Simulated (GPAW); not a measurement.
Crystal: SiF.

```xyz
2
Lattice="3.0286 0.0000 0.0000 0.0000 3.0286 0.0000 0.0000 0.0000 3.0286" Properties=species:S:1:pos:R:3 pbc="T T T"
Si    1.5143    1.5143    1.5143
F     0.0000    0.0000    0.0000
```

The cell was built by a generator and needn't be a form met in nature.

Base run:

```yaml
Program: GPAW 26.7.0
Functional: SCAN
Potentials_or_basis: GPAW PAW data sets (gpaw-data 1.2.1)
Cutoff: 800 eV
Basis: pw
k_mesh: 9 × 9 × 9
Occupations: fermi-dirac, width 0.05 eV
Spin: no spin polarisation
```

Its results: pressure -2.3 GPa.

Question: After a change of settings the same cell gave: pressure -0.8 GPa. Which change was it?
A. functional from SCAN to PBEsol; potentials or basis from GPAW PAW data sets (gpaw-data 1.2.1) to PAW data sets generated in the run's folder for this functional
B. functional from SCAN to LDA; potentials or basis from GPAW PAW data sets (gpaw-data 1.2.1) to the program's PAW data sets (release 1.2.1) made for this functional
C. functional from SCAN to RPBE; potentials or basis from GPAW PAW data sets (gpaw-data 1.2.1) to the program's PAW data sets (release 1.2.1) made for this functional
D. functional from SCAN to PBE

Answer: D.

Caveats: an odd number of electrons without spin polarisation forces a metal; a magnetic or distorted state may lie lower; the PAW data sets were made with another functional, which shifts forces and pressure a little (some runs).

Not every run made on this cell is shown here.
